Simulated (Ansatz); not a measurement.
**Br− with H₂O₂: superposition error and deformation, part 1 of 2**

Aim: split the binding of a pair into the counterpoise interaction, the basis-set superposition error and the cost of deforming the fragments.

Computed with Ansatz 0.2.0, Gaussian basis. Level: PBE0-D4 structures, single points in def2-TZVPPD.

Levels: PBE-D4, revPBE-D4, BLYP-D4, r2SCAN-D4, B97M-V, PBE0-D4, B3LYP-D4, HSE06-D4, wB97X-V, wB97M-V, B2PLYP, Hartree-Fock, MP2, CCSD, CCSD(T).

Correlated methods freeze the cores. Filled d shells of the heavier atoms are correlated. B3LYP uses VWN-RPA correlation. B2PLYP carries no dispersion term here.

129 further runs of the same task are left out: 129 set aside as unsound or not needed.

## (1) Where the work starts

The relaxed pair: 5 atoms, charge -1, spin multiplicity 1.

Atoms are counted from 1 here; the program's logs count them from 0.

Bond lengths: O2–O3 1.437 Å, O2–H4 0.985 Å, O3–H5 0.985 Å. Angles: O3–O2–H4 100.7°, O2–O3–H5 100.7°.

Geometry (Å):

```xyz
5

Br    0.04905    0.69491   -1.99028
O    -0.70937   -0.12647    1.00961
O     0.66192   -0.54104    0.89868
H    -0.86072    0.24625    0.11057
H     0.85902   -0.27375   -0.02858
```

Atoms 1 to 1 are fragment A (Br−), the rest fragment B (H₂O₂). From earlier runs, pair energy (eV) and counterpoise interaction (meV):

```
      method       E(pair)  interaction
      PBE-D4  -74160.69582        -1307
   revPBE-D4  -74168.26990        -1244
     BLYP-D4  -74175.66426        -1237
   r2SCAN-D4  -74172.83688        -1296
      B97M-V  -74161.24471        -1223
     PBE0-D4  -74162.82479        -1298
    B3LYP-D4  -74176.29530        -1255
    HSE06-D4  -74162.76055        -1297
     wB97X-V  -74167.35568        -1253
     wB97M-V  -74170.08188        -1250
      B2PLYP  -74162.21920        -1203
Hartree-Fock  -74106.24402        -1021
         MP2  -74127.86106        -1225
     CCSD(T)  -74128.95453        -1191
```

First each fragment is run alone in its own basis, frozen in the shape it has in the pair (a, b).

## (2) wB97X-V/def2-TZVPPD

a/in.yaml reads:

```yaml
crystal:
  periodic: [false, false, false]
  atoms:
    - {symbol: Br, position_ang: [0.049051, 0.694910, -1.990280]}
basis:
  gaussian: {orbitals: "def2-TZVPPD.json"}
total_charge: -1
hamiltonian: {xc: {name: wB97X-V}}
```

b/in.yaml reads:

```yaml
crystal:
  periodic: [false, false, false]
  atoms:
    - {symbol: O, position_ang: [-0.709370, -0.126470, 1.009611]}
    - {symbol: O, position_ang: [0.661922, -0.541044, 0.898676]}
    - {symbol: H, position_ang: [-0.860723, 0.246249, 0.110571]}
    - {symbol: H, position_ang: [0.859019, -0.273746, -0.028579]}
basis:
  gaussian: {orbitals: "def2-TZVPPD.json"}
hamiltonian: {xc: {name: wB97X-V}}
```

The basis file named in the input lies beside it (Basis Set Exchange, JSON).

Each run has its own folder and the same command.

Launch:

```
> ansatz run in.yaml --threads 2 --pin off --events-out ev --progress --plain --max-ram 5222MiB
```

a printed:

```text
Functional definition: wB97X-V
  name "wB97X-V"
  cite "Mardirossian & Head-Gordon, Phys. Chem. Chem. Phys. 16, 9904 (2014) doi:10.1039/C3CP54374A"
  cite "Becke, J. Chem. Phys. 107, 8554 (1997) doi:10.1063/1.475007"
  cite "Vydrov & Van Voorhis, J. Chem. Phys. 133, 244103 (2010) doi:10.1063/1.3521275"
  parameter omega = 0.3/bohr
  parameter cx = 0.167
  parameter cx1 = 0.603
  parameter cx2 = 1.194
  parameter css0 = 0.556
  parameter css1 = -0.257
  parameter cos0 = 1.219
  parameter cos1 = -1.850
  parameter b = 6.0
  parameter c = 0.01
  exchange = spin_sum(e_x_unif_sr(omega)*poly(b97_u_x, 1 - cx, cx1, cx2)) + cx*exact_x_sr(omega) + exact_x_lr(omega)
  correlation = spin_sum(e_c_pw_same_spin*poly(b97_u_same, css0, css1))
      + integral(e_c_pw_opposite_spin*poly(b97_u_opposite, cos0, cos1)) + vv10(b, c)
456 factors; their error is unknown
77 factors; integrals over basis functions are off by at most 8.1e-5 eV
mean field evaluation 1: about -70041.3798 eV, gradient 2.4e1 eV
mean field evaluation 2: about -70041.6267 eV, gradient 2.0e1 eV
mean field evaluation 4: about -70041.9321 eV, gradient 7.4e-2 eV
mean field evaluation 8: about -70042.1493 eV, gradient 6.1e-4 eV
mean field -70042.14933666 eV, -2574.0015118483 hartree, gradient 2.0e-5 eV, S^2 0.000000; 0 other end points of the search recorded, 0 dependent functions left out
reference -70042.14933519 eV, -2574.0015117944 hartree; 18, 18 occupied and 39, 39 virtual orbitals, 456 factors
Total energy: -70042.14933519 eV, -2574.0015117944 hartree
```

Output in b (excerpt; [...] marks lines left out):

```text
[... 5 set-up lines as earlier in the session ...]
[...]
      + integral(e_c_pw_opposite_spin*poly(b97_u_opposite, cos0, cos1)) + vv10(b, c)
486 factors; their error is unknown
156 factors; integrals over basis functions are off by at most 2.4e-5 eV
[...]
mean field -4123.94669308 eV, -151.5522456592 hartree, gradient 1.3e-5 eV, S^2 0.000000; 0 other end points of the search recorded, 0 dependent functions left out
reference -4123.94669082 eV, -151.5522455761 hartree; 9, 9 occupied and 105, 105 virtual orbitals, 486 factors
Total energy: -4123.94669082 eV, -151.5522455761 hartree
```

Wall times: 0.85 s (a), 1.9 s (b) on 2 threads of Arm Neoverse V1, shared host.

## (3) wB97M-V/def2-TZVPPD

Each input of step 2 (a, b) changes in the same lines:

```diff
-hamiltonian: {xc: {name: wB97X-V}}
+hamiltonian: {xc: {name: wB97M-V}}
```

The same command starts each run, in its folder.

Launch:

```
> ansatz run in.yaml --threads 2 --pin off --events-out ev --progress --plain --max-ram 5222MiB
```

Output in a (excerpt; [...] marks lines left out):

```text
Functional definition: wB97M-V
  name "wB97M-V"
  cite "Mardirossian & Head-Gordon, J. Chem. Phys. 144, 214110 (2016) doi:10.1063/1.4952647"
[... 2 set-up lines as earlier in the session ...]
  # Of w^i u^j: cxij and so on, Table III.
[...]
  gx(w, u) = 1 - cx + cx01*u + cx10*w
  gss(w, u) = css00 + css04*u^4 + css10*w + css20*w^2 + css43*w^4*u^3
  gos(w, u) = cos00 + cos10*w + (cos20 + cos21*u)*w^2 + (cos60 + cos61*u)*w^6
[...]
      + integral(e_c_pw_mod_opposite_spin*gos(b97_w_opposite, b97_u_opposite)) + vv10(b, c)
449 factors; their error is unknown
77 factors; integrals over basis functions are off by at most 8.1e-5 eV
[...]
mean field -70044.68299040 eV, -2574.0946219059 hartree, gradient 1.9e-5 eV, S^2 0.000000; 0 other end points of the search recorded, 0 dependent functions left out
reference -70044.68302677 eV, -2574.0946232424 hartree; 18, 18 occupied and 39, 39 virtual orbitals, 449 factors
Total energy: -70044.68302677 eV, -2574.0946232424 hartree
```

Log of b (excerpt; [...] marks lines left out):

```text
[... 5 set-up lines as earlier in the session ...]
  # Of w^i u^j: cxij and so on, Table III.
[...]
  gx(w, u) = 1 - cx + cx01*u + cx10*w
  gss(w, u) = css00 + css04*u^4 + css10*w + css20*w^2 + css43*w^4*u^3
  gos(w, u) = cos00 + cos10*w + (cos20 + cos21*u)*w^2 + (cos60 + cos61*u)*w^6
[...]
      + integral(e_c_pw_mod_opposite_spin*gos(b97_w_opposite, b97_u_opposite)) + vv10(b, c)
486 factors; their error is unknown
156 factors; integrals over basis functions are off by at most 2.4e-5 eV
[...]
mean field -4124.14287001 eV, -151.5594550284 hartree, gradient 3.4e-5 eV, S^2 0.000000; 0 other end points of the search recorded, 0 dependent functions left out
reference -4124.14292592 eV, -151.5594570829 hartree; 9, 9 occupied and 105, 105 virtual orbitals, 486 factors
Total energy: -4124.14292592 eV, -151.5594570829 hartree
```

Wall times: 1.1 s (a), 2 s (b) on 2 threads of Arm Neoverse V1, shared host.

## (4) B2PLYP/def2-TZVPPD

The same edit goes into each in.yaml of step 3 (a, b):

```diff
-hamiltonian: {xc: {name: wB97M-V}}
+hamiltonian: {xc: {name: B2PLYP}}
```

Each run has its own folder and the same command.

Launch:

```
> ansatz run in.yaml --threads 2 --pin off --events-out ev --progress --plain --max-ram 5222MiB
```

Log of a (excerpt; [...] marks lines left out):

```text
Functional definition: B2PLYP
  name "B2PLYP"
  cite "Grimme, J. Chem. Phys. 124, 034108 (2006) doi:10.1063/1.2148954"
  cite "Becke, Phys. Rev. A 38, 3098 (1988) doi:10.1103/PhysRevA.38.3098"
  cite "Lee, Yang & Parr, Phys. Rev. B 37, 785 (1988) doi:10.1103/PhysRevB.37.785"
[...]
358 factors; integrals over basis functions are off by at most 8.4e-5 eV
[...]
mean field -70035.73058119 eV, -2573.7656269355 hartree, gradient 3.9e-6 eV, S^2 0.000000; 0 other end points of the search recorded, 0 dependent functions left out
9 core orbitals not correlated: weight in the atoms' cores, before any rotation towards them, 1.000 or more for the frozen orbitals, at most 0.000 for the correlated occupied ones
reference -70035.73067285 eV, -2573.7656303038 hartree; 9, 9 occupied and 39, 39 virtual orbitals, 358 factors
second order -9.14561220 eV of doubles, -0.00000000 eV of singles
Total energy: -70038.19998814 eV, -2573.8563759670 hartree
```

Output in b (excerpt; [...] marks lines left out):

```text
[... 5 set-up lines as earlier in the session ...]
[...]
682 factors; integrals over basis functions are off by at most 1.1e-3 eV
[...]
mean field -4118.35250332 eV, -151.3466629776 hartree, gradient 6.3e-6 eV, S^2 0.000000; 0 other end points of the search recorded, 0 dependent functions left out
2 core orbitals not correlated: weight in the atoms' cores, before any rotation towards them, 1.000 or more for the frozen orbitals, at most 0.000 for the correlated occupied ones
reference -4118.35263582 eV, -151.3466678467 hartree; 7, 7 occupied and 105, 105 virtual orbitals, 682 factors
second order -16.42490818 eV of doubles, -0.00000000 eV of singles
Total energy: -4122.78736103 eV, -151.5096409921 hartree
```

Times: 0.5 s (a), 1.2 s (b) on 2 threads of Arm Neoverse V1, shared host.

## (5) B97M-V/def2-TZVPPD

Each input of step 4 (a, b) changes in the same lines:

```diff
-hamiltonian: {xc: {name: B2PLYP}}
+hamiltonian: {xc: {name: B97M-V}}
```

One command serves all of them, each in its own folder.

Launch:

```
> ansatz run in.yaml --threads 2 --pin off --events-out ev --progress --plain --max-ram 5222MiB
```

a printed (excerpt; [...] marks lines left out):

```text
Functional definition: B97M-V
  name "B97M-V"
  cite "Mardirossian & Head-Gordon, J. Chem. Phys. 142, 074111 (2015) doi:10.1063/1.4907719"
[... 2 set-up lines as earlier in the session ...]
  # Of w^i u^j: cxij and so on, Table III.
[...]
  gx(w, u) = cx00 + cx01*u + cx02*u^2 + (cx10 + cx11*u)*w
  gss(w, u) = css00 + css02*u^2 + css10*w + (css32*w^3 + css42*w^4)*u^2
  gos(w, u) = cos00 + cos01*u + cos03*u^3 + cos10*w + cos32*w^3*u^2
[...]
      + integral(e_c_pw_mod_opposite_spin*gos(b97_w_opposite, b97_u_opposite)) + vv10(b, c)
420 factors; their error is unknown
[...]
mean field -70035.95739003 eV, -2573.7739620068 hartree, gradient 5.6e-6 eV, S^2 0.000000; 0 other end points of the search recorded, 0 dependent functions left out
reference -70035.95743151 eV, -2573.7739635312 hartree; 18, 18 occupied and 39, 39 virtual orbitals, 420 factors
Total energy: -70035.95743151 eV, -2573.7739635312 hartree
```

b printed (excerpt; [...] marks lines left out):

```text
[... 5 set-up lines as earlier in the session ...]
  # Of w^i u^j: cxij and so on, Table III.
[...]
  gx(w, u) = cx00 + cx01*u + cx02*u^2 + (cx10 + cx11*u)*w
  gss(w, u) = css00 + css02*u^2 + css10*w + (css32*w^3 + css42*w^4)*u^2
  gos(w, u) = cos00 + cos01*u + cos03*u^3 + cos10*w + cos32*w^3*u^2
[...]
      + integral(e_c_pw_mod_opposite_spin*gos(b97_w_opposite, b97_u_opposite)) + vv10(b, c)
486 factors; their error is unknown
[...]
mean field -4124.05334651 eV, -151.5561651003 hartree, gradient 7.2e-5 eV, S^2 0.000000; 0 other end points of the search recorded, 0 dependent functions left out
reference -4124.05341428 eV, -151.5561675908 hartree; 9, 9 occupied and 105, 105 virtual orbitals, 486 factors
Total energy: -4124.05341428 eV, -151.5561675908 hartree
```

Times: 0.95 s (a), 2.4 s (b) on 2 threads of Arm Neoverse V1, shared host.

## (6) CCSD(T)/def2-TZVPPD

Each input of step 5 (a, b) changes in the same lines:

```diff
-hamiltonian: {xc: {name: B97M-V}}
+correlation: {method: ccsd_t}
```

The same command starts each run, in its folder.

Launch:

```
> ansatz run in.yaml --threads 2 --pin off --events-out ev --progress --plain --max-ram 5222MiB
```

a printed (excerpt; [...] marks lines left out):

```text
Functional definition: HF
  name "HF"
  cite "Fock, Z. Phys. 61, 126 (1930) doi:10.1007/BF01340294"
  parent pbe
[...]
358 factors; integrals over basis functions are off by at most 8.4e-5 eV
[...]
mean field -70000.93691833 eV, -2572.4869834095 hartree, gradient 9.8e-6 eV, S^2 0.000000; 0 other end points of the search recorded, 0 dependent functions left out
9 core orbitals not correlated: weight in the atoms' cores, before any rotation towards them, 1.000 or more for the frozen orbitals, at most 0.000 for the correlated occupied ones
reference -70000.93691833 eV, -2572.4869834095 hartree; 9, 9 occupied and 39, 39 virtual orbitals, 358 factors
second order -7.73929668 eV of doubles, -0.00000000 eV of singles
cycle   1  -7.73084961 eV  change    8.4e-3 eV  update   4.2e-2
[...]
cycle   7  -7.88930148 eV  change    9.3e-6 eV  update   2.1e-5
perturbative correction -0.25284533 eV, -0.0092918946 hartree
Total energy: -70009.07906515 eV, -2572.7862017860 hartree
```

Output in b (excerpt; [...] marks lines left out):

```text
[... 4 set-up lines as earlier in the session ...]
[...]
682 factors; integrals over basis functions are off by at most 1.1e-3 eV
[...]
mean field -4104.28091393 eV, -150.8295416052 hartree, gradient 1.0e-6 eV, S^2 0.000000; 0 other end points of the search recorded, 0 dependent functions left out
2 core orbitals not correlated: weight in the atoms' cores, before any rotation towards them, 1.000 or more for the frozen orbitals, at most 0.000 for the correlated occupied ones
reference -4104.28091393 eV, -150.8295416052 hartree; 7, 7 occupied and 105, 105 virtual orbitals, 682 factors
second order -13.59972315 eV of doubles, -0.00000000 eV of singles
cycle   1  -13.38407811 eV  change    2.2e-1 eV  update   7.5e-2
[...]
cycle  10  -13.80099426 eV  change    8.7e-6 eV  update   7.8e-6
perturbative correction -0.52120440 eV, -0.0191539086 hartree
Total energy: -4118.60311259 eV, -151.3558726982 hartree
```

They took 0.45 s (a), 2.2 s (b) on 2 threads of Arm Neoverse V1, shared host.

## (7) Relaxing H₂O₂ alone

relax-b/in.yaml reads:

```yaml
crystal:
  periodic: [false, false, false]
  atoms:
    - {symbol: O, position_ang: [-0.709370, -0.126470, 1.009611]}
    - {symbol: O, position_ang: [0.661922, -0.541044, 0.898676]}
    - {symbol: H, position_ang: [-0.860723, 0.246249, 0.110571]}
    - {symbol: H, position_ang: [0.859019, -0.273746, -0.028579]}
basis:
  gaussian: {orbitals: def2-TZVP}
hamiltonian: {xc: pbe0, dispersion: d4}
relax: {f_tol: 0.005, max_steps: 200}
```

Launch:

```
> ansatz run in.yaml --threads 2 --pin off --events-out ev --progress --plain --max-ram 5222MiB
```

Output (excerpt; [...] marks lines left out):

```text
Functional definition: PBE0
  name "PBE0"
  cite "Adamo & Barone, J. Chem. Phys. 110, 6158 (1999) doi:10.1063/1.478522"
  cite "Perdew, Burke & Ernzerhof, Phys. Rev. Lett. 77, 3865 (1996) doi:10.1103/PhysRevLett.77.3865"
[... 1 set-up line as earlier in the session ...]
[...]
390 factors; their error is unknown
[...]
mean field -4120.87916491 eV, -151.4395160783 hartree, gradient 2.0e-5 eV, S^2 0.000000; 0 other end points of the search recorded, 0 dependent functions left out
[...]
reference -4120.87918062 eV, -151.4395166555 hartree; 9, 9 occupied and 65, 65 virtual orbitals, 390 factors
relax step   1: F+E_penalty+E_count = -4120.89411815 eV  Δ(F+E_penalty+E_count) = +0.000e0 eV  max|allowed force component| = 1.120e0 eV/Å  Δτ_max = 0.0000 Å  (25 SCF iters, accepted)
[...]
relax step  17: F+E_penalty+E_count = -4121.31039844 eV  Δ(F+E_penalty+E_count) = -4.513e-6 eV  max|allowed force component| = 3.455e-4 eV/Å  Δτ_max = 0.0013 Å  (29 SCF iters, accepted)
390 factors; their error is unknown
[...]
mean field -4121.29568054 eV, -151.4548227452 hartree, gradient 1.7e-5 eV, S^2 0.000000; 1 other end points of the search recorded, 0 dependent functions left out
[...]
reference -4121.29569608 eV, -151.4548233163 hartree; 9, 9 occupied and 65, 65 virtual orbitals, 390 factors
Total energy: -4121.31041398 eV, -151.4553641893 hartree
Atom 0 at    -0.717687    -0.383750     0.681410 Å, force     0.000345     0.000101    -0.000132 eV/Å
Atom 1 at     0.680845    -0.135386     0.803481 Å, force    -0.000338     0.000008    -0.000181 eV/Å
Atom 2 at    -1.039602     0.490222     0.429419 Å, force    -0.000022    -0.000035     0.000163 eV/Å
Atom 3 at     1.027292    -0.666096     0.075969 Å, force     0.000014    -0.000074     0.000150 eV/Å
Dipole moment:     0.009163     0.128183    -0.365774 e Å
```

Wall time 8.5 s (2 threads of Arm Neoverse V1, shared host).

Relaxation path: (the energy doesn't fall at every step)

```
step  energy from step 1 (eV)  largest force component (eV/Å)
   1                   0.0000                          1.1202
   2                  -0.0641                          0.2953
   3                  -0.0677                          0.1899
   4                  -0.0684                          0.0462
   5                  -0.0685                          0.0032
   6                  -0.0685                          0.0097
   7                  -0.0690                          0.0508
   8                  -0.1083                          0.2562
   9                  -0.1335                          0.7483
  10                  -0.2689                          1.6943
  11                  -0.3802                          0.6444
  12                  -0.4084                          0.2653
  13                  -0.4140                          0.1038
  14                  -0.3721                          1.2959
  15                  -0.4163                          0.0062
  16                  -0.4163                          0.0068
  17                  -0.4163                          0.0003
```

Close pairs (by a distance rule), those that changed most:

```
 bond  before (Å)  after (Å)  change (Å)
O2–H4       0.985      0.965      -0.020
O1–H3       0.985      0.965      -0.020
O1–O2       1.437      1.426      -0.011
```

## (8) PBE-D4/def2-TZVPPD

free-b/in.yaml reads:

```yaml
crystal:
  periodic: [false, false, false]
  atoms:
    - {symbol: O, position_ang: [-0.717687, -0.383750, 0.681410]}
    - {symbol: O, position_ang: [0.680845, -0.135386, 0.803481]}
    - {symbol: H, position_ang: [-1.039602, 0.490222, 0.429419]}
    - {symbol: H, position_ang: [1.027292, -0.666096, 0.075969]}
basis:
  gaussian: {orbitals: "def2-TZVPPD.json"}
hamiltonian: {xc: pbe, dispersion: d4}
```

Launch:

```
> ansatz run in.yaml --threads 2 --pin off --events-out ev --progress --plain --max-ram 5222MiB
```

Output:

```text
Functional definition: PBE
  name "PBE"
[... 2 set-up lines as earlier in the session ...]
  parameter kappa = 0.804
  parameter beta = 0.06672455060314922
  exchange = pbe_x(kappa = kappa, mu = beta*pi^2/3)
  correlation = pbe_c(beta = beta)
486 factors; their error is unknown
mean field evaluation 1: about -4117.9781 eV, gradient 4.8e1 eV
mean field evaluation 2: about -4108.4826 eV, gradient 8.7e1 eV
mean field evaluation 4: about -4121.7038 eV, gradient 1.5e0 eV
mean field evaluation 8: about -4121.6965 eV, gradient 2.4e-2 eV
mean field evaluation 16: about -4121.6965 eV, gradient 9.4e-6 eV
mean field -4121.69649700 eV, -151.4695524785 hartree, gradient 9.4e-6 eV, S^2 0.000000; 0 other end points of the search recorded, 0 dependent functions left out
reference -4121.69654548 eV, -151.4695542602 hartree; 9, 9 occupied and 105, 105 virtual orbitals, 486 factors
Total energy: -4121.71481965 eV, -151.4702258236 hartree
```

Run time: 0.6 s. Hardware: 2 threads of Arm Neoverse V1, shared host.

## (9) r2SCAN-D4/def2-TZVPPD

Changes to free-b/in.yaml since step 8:

```diff
@@ -9,2 +9,2 @@
   gaussian: {orbitals: "def2-TZVPPD.json"}
-hamiltonian: {xc: pbe, dispersion: d4}
+hamiltonian: {xc: r2scan, dispersion: d4}
```

Launch:

```
> ansatz run in.yaml --threads 2 --pin off --events-out ev --progress --plain --max-ram 5222MiB
```

Output:

```text
Functional definition: r2SCAN
  name "r2SCAN"
  cite "Furness, Kaplan, Ning, Perdew & Sun, J. Phys. Chem. Lett. 11, 8208 (2020) doi:10.1021/acs.jpclett.0c02405"
  cite "Furness, Kaplan, Ning, Perdew & Sun, J. Phys. Chem. Lett. 11, 9248 (2020) doi:10.1021/acs.jpclett.0c03077"
  parent r2scan
  parameter k0 = 0.174
  parameter k1 = 0.065
  parameter a1 = 4.9479
  exchange = r2scan_x(k0 = k0, k1 = k1, a1 = a1)
  correlation = r2scan_c
486 factors; their error is unknown
mean field evaluation 1: about -4120.7575 eV, gradient 4.3e1 eV
mean field evaluation 2: about -4116.9166 eV, gradient 6.4e1 eV
mean field evaluation 4: about -4123.7587 eV, gradient 7.2e-1 eV
mean field evaluation 8: about -4123.7493 eV, gradient 3.6e-1 eV
mean field evaluation 16: about -4123.7494 eV, gradient 1.9e-5 eV
mean field -4123.74944833 eV, -151.5449970485 hartree, gradient 1.5e-5 eV, S^2 0.000000; 0 other end points of the search recorded, 0 dependent functions left out
reference -4123.74946593 eV, -151.5449976951 hartree; 9, 9 occupied and 105, 105 virtual orbitals, 486 factors
Total energy: -4123.75375842 eV, -151.5451554412 hartree
```

Run time: 1.2 s. Hardware: 2 threads of Arm Neoverse V1, shared host.

## (10) PBE0-D4/def2-TZVPPD

Changes to free-b/in.yaml since step 9:

```diff
@@ -9,2 +9,3 @@
   gaussian: {orbitals: "def2-TZVPPD.json"}
-hamiltonian: {xc: r2scan, dispersion: d4}
+hamiltonian: {xc: pbe0, dispersion: d4}
+output: {orbitals: {seedname: orbitals}}
```

Launch:

```
> ansatz run in.yaml --threads 2 --pin off --events-out ev --progress --plain --max-ram 5222MiB
```

Output (excerpt; [...] marks lines left out):

```text
[... 5 set-up lines as earlier in the session ...]
  parameter a = 0.25
[... 2 set-up lines as earlier in the session ...]
  exchange = (1 - a)*pbe_x(kappa = kappa, mu = beta*pi^2/3) + a*exact_x
[... 1 set-up line as earlier in the session ...]
486 factors; their error is unknown
mean field evaluation 1: about -4119.1014 eV, gradient 3.8e1 eV
mean field evaluation 2: about -4117.8039 eV, gradient 4.7e1 eV
mean field evaluation 4: about -4121.4325 eV, gradient 3.4e-1 eV
mean field evaluation 8: about -4121.4413 eV, gradient 2.6e-3 eV
mean field -4121.44128023 eV, -151.4601734353 hartree, gradient 8.5e-6 eV, S^2 0.000000; 0 other end points of the search recorded, 0 dependent functions left out
reference -4121.44131693 eV, -151.4601747840 hartree; 9, 9 occupied and 105, 105 virtual orbitals, 486 factors
Total energy: -4121.45603484 eV, -151.4607156570 hartree
```

Wall time 0.65 s (2 threads of Arm Neoverse V1, shared host).

(Continued in part 2 of 2.)
